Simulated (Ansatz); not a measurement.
**CH6AlNOSi: a ladder of functionals and wavefunction methods**

An exercise on one series of results from a longer session: the logs are not shown, and one member is left open.

Computed with Ansatz 0.2.0, Gaussian basis. Level: functionals in def2-TZVPP, the program's frozen cores in correlated methods.

Plan: PBE-D4, r2SCAN-D4, PBE0-D4, B3LYP-D4, ωB97X-V, ωB97M-V, B2PLYP; CCSD(T)/def2-TZVPP; MP2/def2-QZVPP; extrapolation to the limit.

### The geometry

An earlier PBE0-D4 in a triple-zeta def2 set relaxation fixed the geometry.

11 atoms, charge 0, spin multiplicity 1.

Atoms are counted from 1 here; the program's logs count them from 0.

Bond lengths: N1–C2 1.531 Å, N1–Al3 2.004 Å, N1–H6 1.011 Å, N1–H7 1.012 Å, C2–Al3 1.930 Å, C2–H8 1.087 Å, C2–H9 1.087 Å, Al3–O4 1.755 Å, Al3–Si5 2.270 Å, O4–Si5 1.682 Å, Si5–H10 1.494 Å, Si5–H11 1.493 Å. Angles: C2–N1–Al3 64.6°, C2–N1–H6 114.2°, C2–N1–H7 113.4°, Al3–N1–H6 126.8°, Al3–N1–H7 120.2°, H6–N1–H7 108.9°, N1–C2–Al3 69.7°, N1–C2–H8 111.1°, N1–C2–H9 110.6°, Al3–C2–H8 123.4°, Al3–C2–H9 122.6°, H8–C2–H9 110.1°, N1–Al3–C2 45.8°, N1–Al3–O4 117.6°, N1–Al3–Si5 137.8°, C2–Al3–O4 130.7°, C2–Al3–Si5 175.9°, O4–Al3–Si5 47.3° and more.

Set-up of the first run:

in.yaml

```yaml
crystal:
  periodic: [false, false, false]
  atoms:
    - {symbol: N, position_ang: [-0.222369, 0.768540, 1.391006]}
    - {symbol: C, position_ang: [-0.550023, -0.716758, 1.564053]}
    - {symbol: Al, position_ang: [0.167709, -0.389194, -0.197519]}
    - {symbol: O, position_ang: [-0.636252, 0.004251, -1.706925]}
    - {symbol: Si, position_ang: [0.923980, -0.128953, -2.321826]}
    - {symbol: H, position_ang: [0.446405, 1.125573, 2.059578]}
    - {symbol: H, position_ang: [-1.040873, 1.363323, 1.397661]}
    - {symbol: H, position_ang: [-1.609534, -0.863411, 1.760236]}
    - {symbol: H, position_ang: [0.041910, -1.148527, 2.366703]}
    - {symbol: H, position_ang: [1.450514, 1.124859, -2.940571]}
    - {symbol: H, position_ang: [1.093833, -1.196604, -3.351796]}
basis:
  gaussian: {orbitals: def2-TZVPP}
hamiltonian: {xc: pbe, dispersion: d4}
output: {forces: true, orbitals: {seedname: orbitals}}
```

Run with:

```bash
$ ansatz run in.yaml --threads 4 --pin off --events-out ev --progress --plain --max-ram 10444MiB
```

Among the steps run: PBE-D4 (GGA); r2SCAN-D4 (meta-GGA); PBE0-D4 (hybrid); B3LYP-D4 (hybrid); ωB97X-V (range-separated); ωB97M-V (range-separated); B2PLYP (double hybrid); CCSD(T) in def2-TZVPP; MP2 in def2-QZVPP.

One of the session's tables, all rows but one given; the rest of the session is left out.

| method | atomisation energy (kJ/mol) |
| --- | --- |
| PBE-D4 | 3863.3 |
| r2SCAN-D4 | 3814.5 |
| PBE0-D4 | ? |
| B3LYP-D4 | 3792.5 |
| ωB97X-V | 3825.3 |
| ωB97M-V | 3816.4 |
| B2PLYP | 3753.2 |
| HF/def2-TZVPP | 2641.0 |
| MP2/def2-TZVPP | 3753.1 |
| CCSD/def2-TZVPP | 3625.4 |
| CCSD(T)/def2-TZVPP | 3689.6 |
| MP2/CBS | 3872.4 |
| CCSD(T)/CBS | 3808.9 |

**Question.** Estimate the row for PBE0-D4.

As computed: atomisation energy (kJ/mol): 3785.3. In the column «atomisation energy (kJ/mol)» it lies between B2PLYP (3753.2) and B3LYP-D4 (3792.5).
